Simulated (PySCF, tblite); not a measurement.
# C₅H₆ClF: dynamics, then NMR shifts on frames, part 2 of 2

tblite 0.8.0 and PySCF 2.14.0. Atoms count from 0. The steps go on from the part before.

**5. Nuclear shieldings: 625 fs, PBE0/pcSseg-1**

The job: settings as JSON, then the geometry in Å.

```
{"job": {"kind": "nmr", "xc": "PBE0", "basis": "pcSseg-1", "pop": false}, "charge": 0, "multiplicity": 1}
C     -3.015200     0.650100     1.831500
C     -1.961300    -0.191300     1.678000
C     -1.021400    -0.077400     0.576300
F     -0.930200     1.144400    -0.071000
C     -0.100700    -0.958700     0.281300
C      0.867200    -0.881300    -0.796600
Cl     0.076900    -2.333000     1.288200
H     -3.633700     0.628500     2.702100
H     -3.114400     1.348000     1.008000
H     -1.769100    -1.045100     2.389400
H      1.840300    -1.292100    -0.529700
H      0.891100     0.156100    -1.151000
H      0.464200    -1.460300    -1.694400
```

With the program's defaults for keys left out, this is: GIAO PBE0/pcSseg-1 NMR shielding, non-relativistic, gas phase.

What it wrote:

```text
coarse grid: 11864 points
cycle   1  E = -753.4992679255  dE =  9.281e-01  |g| = 4.919e-01  |ddm| = 3.392e+00
cycle   2  E = -753.4573503826  dE =  4.192e-02  |g| = 6.977e-01  |ddm| = 9.617e-01
cycle   3  E = -753.5447546509  dE = -8.740e-02  |g| = 1.140e-01  |ddm| = 6.481e-01
cycle   4  E = -753.5474385517  dE = -2.684e-03  |g| = 4.498e-02  |ddm| = 1.383e-01
cycle   5  E = -753.5479174401  dE = -4.789e-04  |g| = 1.385e-02  |ddm| = 4.754e-02
cycle   6  E = -753.5479585563  dE = -4.112e-05  |g| = 3.658e-03  |ddm| = 1.353e-02
cycle   7  E = -753.5479616190  dE = -3.063e-06  |g| = 9.342e-04  |ddm| = 3.924e-03
final grid: 111624 points
cycle   8  E = -753.5956046784  dE = -3.470e-05  |g| = 6.645e-03  |ddm| = 3.567e-02
cycle   9  E = -753.5956007522  dE =  3.926e-06  |g| = 7.994e-03  |ddm| = 1.423e-02
cycle  10  E = -753.5956148726  dE = -1.412e-05  |g| = 1.468e-03  |ddm| = 8.001e-03
cycle  11  E = -753.5956152191  dE = -3.465e-07  |g| = 3.746e-04  |ddm| = 1.318e-03
cycle  12  E = -753.5956152492  dE = -3.013e-08  |g| = 1.264e-04  |ddm| = 3.935e-04
cycle  13  E = -753.5956152529  dE = -3.699e-09  |g| = 4.275e-05  |ddm| = 1.438e-04
cycle  14  E = -753.5956152533  dE = -4.113e-10  |g| = 1.168e-05  |ddm| = 5.028e-05
converged SCF energy = -753.5956152533

GIAO shielding tensors (ppm)
atom      isotropic    diamagn.    paramagn.     s11        s22        s33       span
  0 C       56.617     255.302    -198.685    -69.299     64.979    174.169    243.467
  1 C       42.532     257.698    -215.167    -85.244     63.638    149.202    234.446
  2 C       24.971     248.339    -223.368    -57.521     62.087     70.346    127.867
  3 F      304.458     477.802    -173.344    216.200    292.418    404.757    188.557
  4 C       60.929     259.010    -198.081    -13.566     77.468    118.885    132.450
  5 C      164.166     247.294     -83.129    146.245    161.819    184.433     38.188
  6 Cl     734.610    1147.696    -413.087    595.465    646.457    961.907    366.442
  7 H       25.463      27.525      -2.062     21.849     25.351     29.188      7.339
  8 H       25.196      31.024      -5.828     20.756     23.649     31.184     10.428
  9 H       23.397      29.562      -6.164     19.261     20.244     30.688     11.427
 10 H       29.624      29.093       0.531     24.728     28.591     35.553     10.825
 11 H       28.350      30.389      -2.039     22.916     28.600     33.534     10.619
 12 H       28.302      27.363       0.939     24.349     25.799     34.756     10.408
```

It took 15 s on 1 thread of Arm Neoverse V1, shared host; peak memory 0.79 GiB.

In short: δ C2 162.0, C1 144.4, C0 130.3, C4 126.0, H9 8.32, H8 6.52 ppm.

**6. NMR shieldings: 800 fs, PBE0/pcSseg-1**

The job: settings as JSON, then the geometry in Å.

```
{"job": {"kind": "nmr", "xc": "PBE0", "basis": "pcSseg-1", "pop": false}, "charge": 0, "multiplicity": 1}
C     -2.889500     0.314100     2.459200
C     -2.134600    -0.445700     1.676000
C     -1.197000    -0.044900     0.676300
F     -1.370700     1.267100     0.291200
C     -0.305300    -0.695100    -0.098900
C      0.606700    -0.174000    -1.096600
Cl    -0.008200    -2.308500     0.400500
H     -3.623500    -0.171200     3.088700
H     -2.739200     1.411200     2.548000
H     -2.296700    -1.549300     1.742000
H      1.547900    -0.712300    -1.007300
H      0.828600     0.866300    -0.947200
H      0.190500    -0.345500    -2.125300
```

Level: GIAO PBE0/pcSseg-1 NMR shielding, non-relativistic, gas phase.

What it wrote:

```text
coarse grid: 11864 points
cycle   1  E = -753.4980916155  dE =  9.436e-01  |g| = 5.177e-01  |ddm| = 3.392e+00
cycle   2  E = -753.4449173714  dE =  5.317e-02  |g| = 7.604e-01  |ddm| = 1.105e+00
cycle   3  E = -753.5483583861  dE = -1.034e-01  |g| = 1.136e-01  |ddm| = 7.522e-01
cycle   4  E = -753.5510455233  dE = -2.687e-03  |g| = 4.672e-02  |ddm| = 1.433e-01
cycle   5  E = -753.5515530630  dE = -5.075e-04  |g| = 1.583e-02  |ddm| = 5.151e-02
cycle   6  E = -753.5516076788  dE = -5.462e-05  |g| = 4.106e-03  |ddm| = 1.602e-02
cycle   7  E = -753.5516113604  dE = -3.682e-06  |g| = 1.343e-03  |ddm| = 4.272e-03
final grid: 111624 points
cycle   8  E = -753.5991307316  dE = -3.239e-05  |g| = 7.467e-03  |ddm| = 3.162e-02
cycle   9  E = -753.5991226988  dE =  8.033e-06  |g| = 9.862e-03  |ddm| = 1.570e-02
cycle  10  E = -753.5991430011  dE = -2.030e-05  |g| = 1.633e-03  |ddm| = 9.558e-03
cycle  11  E = -753.5991434922  dE = -4.911e-07  |g| = 3.937e-04  |ddm| = 1.504e-03
cycle  12  E = -753.5991435284  dE = -3.619e-08  |g| = 1.216e-04  |ddm| = 4.319e-04
cycle  13  E = -753.5991435317  dE = -3.289e-09  |g| = 4.282e-05  |ddm| = 1.429e-04
cycle  14  E = -753.5991435321  dE = -4.006e-10  |g| = 1.388e-05  |ddm| = 5.024e-05
converged SCF energy = -753.5991435321

GIAO shielding tensors (ppm)
atom      isotropic    diamagn.    paramagn.     s11        s22        s33       span
  0 C       60.220     251.898    -191.678    -49.220     59.569    170.311    219.531
  1 C       53.751     257.360    -203.609    -59.942     65.519    155.676    215.618
  2 C       21.831     247.043    -225.212    -64.999     57.122     73.371    138.371
  3 F      284.574     478.417    -193.843    200.435    294.587    358.701    158.267
  4 C       59.929     257.394    -197.465    -18.351     76.927    121.211    139.561
  5 C      164.964     246.353     -81.389    147.754    161.440    185.697     37.942
  6 Cl     736.330    1148.097    -411.767    575.656    689.034    944.300    368.644
  7 H       25.796      26.039      -0.243     23.254     24.681     29.454      6.201
  8 H       25.233      29.540      -4.306     22.283     23.819     29.599      7.316
  9 H       24.378      29.498      -5.120     20.656     22.418     30.060      9.404
 10 H       29.661      29.268       0.393     24.238     29.677     35.068     10.830
 11 H       29.139      30.334      -1.195     24.262     28.242     34.913     10.651
 12 H       28.385      27.341       1.045     24.395     25.787     34.973     10.578
```

Wall time 15 s (1 thread of Arm Neoverse V1, shared host); peak memory 0.79 GiB.

In short: δ C2 165.1, C1 133.2, C4 127.0, C0 126.7, H9 7.34, H8 6.48 ppm.

**7. Shielding tensors: 1000 fs, PBE0/pcSseg-1**

The job: settings as JSON, then the geometry in Å.

```
{"job": {"kind": "nmr", "xc": "PBE0", "basis": "pcSseg-1", "pop": false}, "charge": 0, "multiplicity": 1}
C     -2.939000     0.023700     2.609100
C     -2.030600    -0.654000     1.874200
C     -1.384100    -0.163300     0.729800
F     -1.615000     1.159800     0.448700
C     -0.468700    -0.770300    -0.044800
C      0.229000    -0.180200    -1.230500
Cl     0.036600    -2.393500     0.391500
H     -3.385900    -0.614400     3.336000
H     -3.457800     0.956100     2.567300
H     -1.713800    -1.647800     2.100700
H      0.224000    -0.890200    -2.025400
H      1.219700     0.149800    -0.886600
H     -0.293900     0.683700    -1.592400
```

Level: GIAO PBE0/pcSseg-1 NMR shielding, non-relativistic, gas phase.

What it wrote:

```text
coarse grid: 11864 points
cycle   1  E = -753.4937459905  dE =  9.337e-01  |g| = 5.176e-01  |ddm| = 3.396e+00
cycle   2  E = -753.4242812930  dE =  6.946e-02  |g| = 7.918e-01  |ddm| = 1.094e+00
cycle   3  E = -753.5439261965  dE = -1.196e-01  |g| = 1.367e-01  |ddm| = 7.831e-01
cycle   4  E = -753.5481639531  dE = -4.238e-03  |g| = 5.335e-02  |ddm| = 1.691e-01
cycle   5  E = -753.5488520169  dE = -6.881e-04  |g| = 1.618e-02  |ddm| = 5.478e-02
cycle   6  E = -753.5489050504  dE = -5.303e-05  |g| = 4.142e-03  |ddm| = 1.561e-02
cycle   7  E = -753.5489087180  dE = -3.668e-06  |g| = 1.195e-03  |ddm| = 4.166e-03
final grid: 111624 points
cycle   8  E = -753.5967455687  dE = -3.798e-05  |g| = 7.789e-03  |ddm| = 2.929e-02
cycle   9  E = -753.5967380079  dE =  7.561e-06  |g| = 1.004e-02  |ddm| = 1.557e-02
cycle  10  E = -753.5967588851  dE = -2.088e-05  |g| = 1.752e-03  |ddm| = 9.671e-03
cycle  11  E = -753.5967594372  dE = -5.521e-07  |g| = 4.723e-04  |ddm| = 1.634e-03
cycle  12  E = -753.5967594897  dE = -5.253e-08  |g| = 1.622e-04  |ddm| = 5.343e-04
cycle  13  E = -753.5967594960  dE = -6.288e-09  |g| = 4.763e-05  |ddm| = 1.785e-04
cycle  14  E = -753.5967594965  dE = -4.957e-10  |g| = 1.508e-05  |ddm| = 5.590e-05
converged SCF energy = -753.5967594965

GIAO shielding tensors (ppm)
atom      isotropic    diamagn.    paramagn.     s11        s22        s33       span
  0 C       64.665     242.662    -177.998    -36.133     44.597    185.530    221.663
  1 C       54.801     259.442    -204.642    -61.142     67.270    158.273    219.415
  2 C       21.630     247.793    -226.163    -63.332     55.016     73.205    136.536
  3 F      298.361     478.349    -179.988    211.781    302.747    380.554    168.773
  4 C       51.298     259.315    -208.017    -16.292     65.538    104.648    120.940
  5 C      166.684     247.233     -80.549    155.375    159.278    185.399     30.025
  6 Cl     734.880    1147.890    -413.011    588.026    653.161    963.452    375.427
  7 H       26.927      24.730       2.196     24.307     24.903     31.570      7.263
  8 H       25.365      29.034      -3.670     22.638     24.806     28.651      6.014
  9 H       24.458      31.474      -7.016     20.537     21.024     31.812     11.274
 10 H       30.287      29.453       0.834     25.355     29.264     36.241     10.886
 11 H       29.158      29.308      -0.150     24.897     26.905     35.673     10.776
 12 H       29.383      30.948      -1.565     24.213     29.002     34.934     10.722
```

Run time: 15 s. Hardware: 1 thread of Arm Neoverse V1, shared host; peak memory 0.79 GiB.

Key values: δ C2 165.3, C4 135.6, C1 132.1, C0 122.3, H9 7.26, H8 6.35 ppm.

**8. Comparing the runs: NMR shifts**

Shifts (ppm) of some atoms, chosen among heavy atoms and hydrogens apart, with basis size and wall time:

```
  frame     C2     C4     C1    H9   H12      F3  Cl6  functions  time
 250 fs  166.7  132.9  129.0  6.56  1.39  -120.3  185        156  15 s
 425 fs  170.5  134.8  138.5  7.83  2.00  -128.2  203        156  14 s
 625 fs  162.0  126.0  144.4  8.32  3.42  -133.5  215        156  15 s
 800 fs  165.1  127.0  133.2  7.34  3.33  -113.6  213        156  15 s
1000 fs  165.3  135.6  132.1  7.26  2.33  -127.4  215        156  15 s
```

**9. Outcome**

What follows sums up all 2 parts.

```
                                        quantity                                   value
                                      thermostat                                   300 K
                   mean temperature, second half                                   288 K
         mean potential energy above the minimum                                 0.42 eV
  13C shifts against TMS (PBE0/pcSseg-1, 250 fs)    166.7, 132.9, 129.0, 123.7, 21.5 ppm
   1H shifts against TMS (PBE0/pcSseg-1, 250 fs)  6.64, 6.56, 4.95, 3.39, 1.79, 1.39 ppm
19F shifts against CFCl3 (PBE0/pcSseg-1, 250 fs)                              -120.3 ppm
 35Cl shifts against HCl (PBE0/pcSseg-1, 250 fs)                                 185 ppm
                       range of the shift of Cl6                          185 to 215 ppm
```

What this shows: In the second half the potential energy averages 0.42 eV above the minimum; equipartition over 33 harmonic modes at 300 K would give 0.43 eV. With 13 atoms the temperature swings widely (91 to 408 K). Shifts at one fixed geometry are not the observed spectrum, which averages over the motion. In the first frame run (250 fs): Shielding is most anisotropic at Cl6 (span 356 ppm, paramagnetic term -383 ppm). In ppm, Cl6 moves most: its shift spreads over 30 ppm, from 185 (250 fs) to 215 (625 fs).
